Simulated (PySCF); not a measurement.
# FPb: the cost of one run

Program: PySCF 2.14.0. Level of theory: each script names its method and basis. These are calculated values, not measurements.

2 further runs of the same task are left out: 1 for a known fault of the program, 1 that didn't finish.

## Step 1: Where the work starts

PbF: 2 atoms, charge 0, spin multiplicity 2.

Bond lengths: Pb1–F2 2.010 Å.

## Step 2: Base script

Contents of input.py:

```python
from pyscf import gto, scf, tdscf

mol = gto.M(
    atom='Pb 0 0 0; F 0 0 2.01',
    basis='crenbl',
    ecp={'Pb': 'crenbl', 'F': 'crenbl'},
    charge=0,
    spin=1,
    verbose=4,
)
mf = scf.UHF(mol)
mf.kernel()
td = tdscf.TDHF(mf)
td.nstates = 6
td.kernel()
td.analyze(verbose=3)
mf.dip_moment()
print('orbital energies (hartree):', [e[max(0, n-3):n+3].round(4) for e, n in zip(mf.mo_energy, mol.nelec)])
```

Command:

```bash
$ OMP_NUM_THREADS=1 python input.py
```

**Question.** How long does this run take on 1 thread of AMD EPYC 9R14, shared host, and how much memory does it need?

About 19 s, with a peak of 0.25 GiB.
